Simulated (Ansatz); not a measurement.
This script makes an atomisation energy of CH₆AlISn, SMILES [CH3][Al]([SnH3])[I] with Ansatz's Python interface.

The script, `tae_ch6alisn.py`:
```python
"""Energy to split CH6AlISn into its atoms."""

from collections import Counter

import ansatz as az

BASIS_SET = "def2-TZVP"
FUNCTIONAL = "hf"


def total_energy(molecule, charge=0, unpaired=0):
    calc = (
        molecule.calculation()
        .basis(gaussian=BASIS_SET)
        .functional(FUNCTIONAL)
    )
    if charge:
        calc = calc.charge(charge)
    if unpaired:
        calc = calc.spin("collinear", total=unpaired)
    report = calc.run().report
    if report["published_state_doubts"]:
        print("  doubts:", report["published_state_doubts"])
    return report["free_energy_ev"]

system = (
    az.Crystal.molecule()
    .atom("C", [-0.7141, 1.6526, -0.7471])
    .atom("Al", [-0.6409, -0.2776, -0.5234])
    .atom("Sn", [1.1505, -1.2905, 1.0824])
    .atom("I", [-2.1787, -1.824, -1.801])
    .atom("H", [-1.5779, 1.9258, -1.4888])
    .atom("H", [-0.9755, 2.189, 0.2191])
    .atom("H", [0.2254, 2.0849, -1.1528])
    .atom("H", [1.0864, -3.0204, 1.0887])
    .atom("H", [0.9282, -0.6663, 2.7593])
    .atom("H", [2.7798, -0.8248, 0.5666])
)

# unpaired electrons of the ground-state atoms
unpaired = {"C": 2, "Al": 1, "Sn": 2, "I": 1, "H": 1}
counts = Counter(site.symbol for site in system.cartesian_sites)
atom_energy = {s: total_energy(az.Crystal.molecule().atom(s, (0, 0, 0)), 0, unpaired[s]) for s in counts}
whole = total_energy(system, 0, 0)
for s, e in atom_energy.items():
    print(f"{s:2s} x{counts[s]}  {e:14.5f} eV")
print(f"CH6AlISn: {whole:.5f} eV")
split = sum(counts[s] * e for s, e in atom_energy.items()) - whole
print(f"atomisation energy (no zero-point term): {23.060548 * split:.1f} kcal/mol, {split / sum(counts.values()):.3f} eV an atom")
```

What does it cost to take this molecule apart into atoms?

502.4 kcal/mol from the electronic energies, without the zero-point term.

The output:

Output of `python tae_ch6alisn.py`:
```text
C  x1     -1025.66459 eV
Al x1     -6581.73628 eV
Sn x1     -5805.27487 eV
I  x1     -8072.49085 eV
H  x6       -13.60052 eV
CH6AlISn: -21588.55615 eV
atomisation energy (no zero-point term): 502.4 kcal/mol, 2.179 eV an atom
```

Caveats:
- These settings explore the input space; basis and method may be short of convergence.
- The geometry is a force-field or estimated start, not a minimum of this method, and the basis set is short of its limit. All parts are taken at fixed geometry, without zero-point energy.
- def2 sets replace the cores of elements past krypton by effective core potentials.
- Hartree-Fock leaves correlation out, so bond, atomisation and ionisation energies come out well too low.
- The spin-orbit lowering of heavy atoms is left out.
- Run time: 5.3 s on 1 thread of Intel(R) Xeon(R) 6975P-C (Granite Rapids) (shared host), peak memory 0.66 GiB.
